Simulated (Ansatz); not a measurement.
# Zr2Au: straining the crystal, a stretch of c alone

The task here is to estimate one member of a computed series from the others.

Computed with Ansatz 0.2.0 (DFT r2SCAN, scalar-relativistic, plane waves, PAW, unless a step's input says otherwise).

2 further runs of the same task are left out: 2 set aside as unsound or not needed.

## The structure to begin with

Symmetry: I4/mmm, No. 139, tetragonal system. The conventional cell has a = 3.297 Å, b = 3.297 Å, c = 11.666 Å, α = 90.00°, β = 90.00°, γ = 90.00°. Around Zr (site symmetry 4mm) lie 4 Au at 2.99 Å and 8 Zr at 3.14 to 3.30 Å. Au (site symmetry 4/mmm) is surrounded by 8 Zr at 2.99 Å and 4 Au at 3.30 Å.

Structure file:

```
CELL_PARAMETERS angstrom
3.29682 0.00000 0.00000
0.00000 3.29682 0.00000
0.00000 0.00000 11.66636
ATOMIC_POSITIONS crystal
Zr 0.00000 0.00000 0.34012
Zr 0.50000 0.50000 0.15988
Zr 0.50000 0.50000 0.84012
Zr 0.00000 0.00000 0.65988
Au 0.00000 0.00000 0.00000
Au 0.50000 0.50000 0.50000
```

The unstrained cell was computed beforehand with the same settings: E(σ→0) = -43109.8652 eV for 6 atoms, gap none (metal).

Set-up of the first run:

input.yaml

```yaml
crystal:
  lattice:
    - [3.2968224557, 0.0, 0.0]
    - [0.0, 3.2968224557, 0.0]
    - [0.0, 0.0, 11.4913690749]
  atoms:
    - { symbol: Zr, position: [0.0, 0.0, 0.3401176611] }
    - { symbol: Zr, position: [0.5, 0.5, 0.1598823389] }
    - { symbol: Zr, position: [0.5, 0.5, 0.8401176611] }
    - { symbol: Zr, position: [0.0, 0.0, 0.6598823389] }
    - { symbol: Au, position: [0.0, 0.0, 0.0] }
    - { symbol: Au, position: [0.5, 0.5, 0.5] }
basis:
  ecutwfc: 500
kpoints:
  mp_grid: { grid: [12, 12, 4] }
hamiltonian:
  xc: r2scan
scf:
  occupations: { method: gaussian, width: 0.1 }
output:
  forces: true
  stress: true
  eigenvalues: true
relax:
  adjacent_minimum: "off"
  f_tol: 0.008
  max_steps: 40
```

The run is started by

```bash
> ansatz run input.yaml --threads 1 --pin off --max-ram 2560MiB --backend cpu --events-out ev --progress --plain --runs-dir out
```

Steps of the session up to this table: The cell strained by -1.5 %; The cell strained by +1.5 %; The cell strained by -3.0 %; Strain +3.0 %.

One table of the session follows, with a row left open; its other results are not shown here.

Lengths are those of the vectors of the cell that was run; stresses in GPa:

```
strain (%)  ΔE (meV/atom)   c (Å)
      -3.0           10.1  11.316
      -1.5            2.6  11.491
      +0.0            0.0  11.666
      +1.5              ?       ?
      +3.0            8.6  12.016
```

**Question.** Estimate the row for strain (%) = +1.5.

Worked estimate for «ΔE (meV/atom)». A straight line through the neighbours (0.0, 0.0) and (3.0, 8.6) gives 0.0 + (8.6 − 0.0) × (1.5 − 0.0) / (3.0 − 0.0) = 4.3; a parabola fitted to 3 rows on both sides gives 2.0.

As computed: ΔE (meV/atom): 2.1; c (Å): 11.841. In «ΔE (meV/atom)» the line misses by +2.2 and the parabola by -0.1.

ΔE is over the unstrained cell. Stress in GPa, positive in compression, on the Cartesian axes of the input. 

To keep in mind: Warnings in the runs' records: stress scf threshold loose.
